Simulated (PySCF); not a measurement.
# KCl (SMILES [Cl][K]): HF/STO-3G

What is the vertical singlet–triplet gap of KCl at HF/STO-3G? The job is set up through a Python script.

The results are computed with PySCF 2.14.0.

5 further runs of the same task are left out: 1 that didn't finish, 4 set aside as unsound or not needed.

## (1) The structure to begin with

The species is KCl (2 atoms), meant as a singlet with charge 0. As SMILES, `[Cl][K]`. Geometry: relaxed at PBE0-D4/def2-TZVP.

Bond lengths: Cl1–K2 2.684 Å.

## (2) The energy at HF/STO-3G

The input, input.py:

```python
# [Cl][K]
from pyscf import gto, scf

mol = gto.M(
    atom='''
Cl     2.159107    -0.766397     1.088010
K     -2.159107     0.766397    -1.088010
''',
    basis='sto-3g',
    max_memory=1860,
    verbose=3,
    unit='bohr',
)

myscf = scf.RHF(mol)
myscf.conv_tol = 1e-10
myscf.kernel()
if not myscf.converged:
    myscf = myscf.newton().run(myscf.mo_coeff, myscf.mo_occ)

e_tot = myscf.e_tot
print(f'total energy: {e_tot:.8f} hartree')
```

Launch:

```bash
$ OMP_NUM_THREADS=1 python input.py
```

What it wrote:

```text
converged SCF energy = -1047.7385455918
total energy: -1047.73854559 hartree
```

Run time: 0.95 s. Hardware: 1 thread of Arm Neoverse N1, shared host; peak memory 0.1 GiB.

## (3) The triplet

The input, job.py:

```python
from pyscf import gto, scf

mol = gto.M(
    atom='''
Cl       1.142550      -0.405560       0.575750
K       -1.142550       0.405560      -0.575750
''',
    spin=2,
    verbose=3,
    charge=0,
    max_memory=1860,
    basis='sto-3g',
)

mf = scf.UHF(mol)
mf.conv_tol = 1e-10
mf.kernel()
if not mf.converged:
    mf = mf.newton().run(mf.mo_coeff, mf.mo_occ)

energy = mf.e_tot
print('E(%s) = %.9f' % ('HF', energy))
```

Launch:

```bash
$ OMP_NUM_THREADS=1 python job.py
```

What it wrote:

```text
WARN: HOMO 0.0271864153076517 >= LUMO -0.51828841816743

converged SCF energy = -1047.59104313398  <S^2> = 2.000761  2S+1 = 3.0005073
E(HF) = -1047.591043134
```

It took 0.99 s on 1 thread of Arm Neoverse N1, shared host; peak memory 0.1 GiB.

## (4) What came out

At HF/STO-3G:

| quantity | value |
| --- | --- |
| singlet: total energy | -1047.73855 Eh |
| singlet: dipole moment | 10.00 D |
| singlet: HOMO energy | -5.91 eV |
| singlet: LUMO energy | 3.93 eV |
| singlet: HOMO–LUMO gap | 9.84 eV |
| triplet: total energy | -1047.59104 Eh |
| triplet: dipole moment | 1.90 D |
| triplet: HOMO energy (highest over α and β) | -1.40 eV |
| triplet: LUMO energy (lowest over α and β) | 0.25 eV |
| triplet: ⟨S²⟩ | 2.001 |
| vertical energy of the triplet above the singlet | 4.014 eV |

**Reading.** At this shape the triplet lies 4.01 eV (387 kJ/mol) above the singlet. In a minimal basis such a difference can be off by several eV, whatever the method.
